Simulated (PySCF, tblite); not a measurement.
# C₆H₉O₃ radical: geometry, infrared bands and EPR parameters

Aim: predict the infrared bands and EPR parameters of C₆H₉O₃ radical (`C/[C]=C/OCCC(=O)O`).

Programs: tblite 0.8.0 and PySCF 2.14.0, with density-fitted response routines of our own. Each step states its level of theory. These are calculated values for one molecule in the gas phase, unless marked as measured. Atoms are numbered from 0 throughout.

### 1 Starting geometry

18 atoms, charge 0, multiplicity 2; geometry from: force field or distance geometry start.

Bonds of the start (Å): C0–C1 1.51, C1–C2 1.30, C2–O3 1.40, O3–C4 1.43, C4–C5 1.51, C5–C6 1.47, C6–O7 1.26, C6–O8 1.40, C0–H9 1.10, C0–H10 1.13, C0–H11 1.10, C2–H12 1.09, C4–H13 1.12, C4–H14 1.09, C5–H15 1.13, C5–H16 1.11, O8–H17 1.02.

### 2 Geometry optimisation with GFN2-xTB

The job: settings as JSON, then the geometry in Å.

```
{"job": {"kind": "relax", "xc": "GFN2-xTB", "basis": "xTB"}, "charge": 0, "multiplicity": 2}
C      3.608000     0.357300     0.165200
C      2.105200     0.176200     0.181500
C      1.433000     0.461200    -0.899700
O      0.042900     0.338000    -1.005900
C     -0.529000    -0.825600    -0.404900
C     -2.026600    -0.805000    -0.610000
C     -2.679800     0.366100    -0.005700
O     -2.086700     1.281000     0.628800
O     -4.073100     0.447900    -0.141900
H      4.082600    -0.604700    -0.079600
H      3.775700     1.091700    -0.674300
H      3.955600     0.799200     1.114300
H      1.967000     0.835300    -1.774900
H     -0.147100    -1.733200    -0.933600
H     -0.221000    -0.873000     0.640900
H     -2.421500    -1.715500    -0.074200
H     -2.277000    -0.853500    -1.686400
H     -4.516800     1.262800     0.284100
```

Command:

```
OMP_NUM_THREADS=1 python probes_run.py task.json out
```

One launch serves the whole session: the jobs run in the order shown.

**Question.** This job is followed by: GFN2-xTB harmonic vibrations, gas phase; UKS B3LYP, pcH-1 on C H O, non-relativistic, mean-field spin-orbit, GIAO. What will the session give for the following? strongest single infrared mode (GFN2-xTB); zero-point energy (GFN2-xTB); g(iso) (B3LYP); ⟨S²⟩; largest a(iso) (averaged by class); potential on the surface of density 0.002 e/bohr³, 1st and 99th percentile.

**Answer**, as computed:

```
                                                                  quantity                  value
                                 strongest single infrared mode (GFN2-xTB)  1798 cm⁻¹, 428 km/mol
                                              zero-point energy (GFN2-xTB)          86.4 kcal/mol
                                                            g(iso) (B3LYP)                2.00236
                                                                      ⟨S²⟩     0.758 (exact 0.75)
                                        largest a(iso) (averaged by class)   13C on C1, 247.0 MHz
potential on the surface of density 0.002 e/bohr³, 1st and 99th percentile     -1.66 V and 2.18 V
```

In words: The optimisation took 125 steps and gained 1.009 eV; among the close pairs (by a distance rule), C6–O8 changed most, from 1.402 to 1.337 Å. All 48 modes are real, so the xTB geometry is a minimum. The strongest single mode, at 1798 cm⁻¹, moves mainly C6 and O7. GFN2-xTB is a fitted tight-binding method: band positions and strengths are rough. Its intensities can rank the bands wrongly. C1 carries the largest spin population, 0.99 e. The isotropic g lies 0.0 ppt above the free-electron value.
